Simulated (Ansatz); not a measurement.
# Al3Cu: how settings move the results

This session on Al3Cu sets out to sweep the k-point mesh on the displaced cell.

Program: Ansatz 0.2.0. Level of theory: DFT PBEsol, scalar-relativistic, plane waves, PAW. These are calculated values, not measurements.

### Step 1. The system as given

Symmetry: Pm-3m, No. 221, cubic system. Conventional cell: a = 3.924 Å, b = 3.924 Å, c = 3.924 Å, α = 90.00°, β = 90.00°, γ = 90.00°. Al (site symmetry 4/mmm) is surrounded by 8 Al at 2.77 Å and 4 Cu at 2.77 Å. Around Cu (site symmetry m-3m) lie 12 Al at 2.77 Å.

As a file:

```
CELL_PARAMETERS angstrom
3.92415 0.00000 0.00000
0.00000 3.92415 0.00000
0.00000 0.00000 3.92415
ATOMIC_POSITIONS crystal
Al 0.00000 0.50000 0.50000
Al 0.50000 0.00000 0.50000
Al 0.50000 0.50000 0.00000
Cu 0.00000 0.00000 0.00000
```

The structure comes from the Materials Project (structure only); it is used as listed.

### Step 2. The base run, which the others are set against

Contents of input.yaml:

```yaml
crystal:
  lattice:
    - [3.924151, 0.0, 0.0]
    - [0.0, 3.924151, 0.0]
    - [0.0, 0.0, 3.924151]
  atoms:
    - { symbol: Al, position: [0.0, 0.5, 0.5] }
    - { symbol: Al, position: [0.5, 0.0, 0.5] }
    - { symbol: Al, position: [0.5, 0.5, 0.0] }
    - { symbol: Cu, position: [0.0, 0.0, 0.0] }
basis:
  ecutwfc: 420
kpoints:
  mp_grid: { grid: [12, 12, 12] }
hamiltonian:
  xc: pbesol
scf:
  occupations: { method: gaussian, width: 0.1 }
output:
  forces: true
  stress: true
  eigenvalues: true
  populations: true
```

It was run beforehand and gave: -2040.6344 eV/atom at zero smearing, pressure -2.36 GPa, largest force 0.000 eV/Å, no gap on the mesh, in 6 SCF cycles and 5.8 s.

The runs on the displaced cell use a copy made earlier, with the atoms moved and the axes strained (about 1 %) at random, so that forces and shear stress do not vanish.

### Step 3. K-point mesh on the displaced cell: 1×1×1

Contents of input.yaml:

```yaml
crystal:
  lattice:
    - [3.8687943887, -0.0221393567, -0.0087373263]
    - [-0.0221393567, 3.926564921, -0.0449389254]
    - [-0.0087373263, -0.0449389254, 3.9340516021]
  atoms:
    - { symbol: Al, position: [0.0125637624, 0.5008512595, 0.4883486808] }
    - { symbol: Al, position: [0.46775728, 0.031769944, 0.5258916122] }
    - { symbol: Al, position: [0.5151490406, 0.5124241363, -0.017042954] }
    - { symbol: Cu, position: [0.0135910931, -0.019230551, 0.0022093981] }
basis:
  ecutwfc: 420
kpoints:
  mp_grid: { grid: [1, 1, 1] }
hamiltonian:
  xc: pbesol
scf:
  occupations: { method: gaussian, width: 0.1 }
output:
  forces: true
  stress: true
  eigenvalues: true
```

Further runs follow: K-point mesh on the displaced cell set to 2×2×2; K-point mesh on the displaced cell set to 4×4×4; K-point mesh on the displaced cell: 6×6×6.

**Question.** What does this series show?

**Answer**, as computed:

```
                                                                  quantity                                   value
k-point mesh on the displaced cell: within 10 and 1 meV/atom of 8×8×8 from  6×6×6 for 10; none of the others for 1
```

In words: The energy still moves by 7.25 meV/atom between the last two values of the k-point mesh on the displaced cell, so 1 meV/atom is not shown to be reached. The gaps on the coarsest meshes are artefacts of sampling: the crystal is a metal on the dense ones. The energy moves one way along this series, and a metal needs dense meshes to resolve its Fermi surface. Forces come within 0.01 eV/Å only at the reference itself.
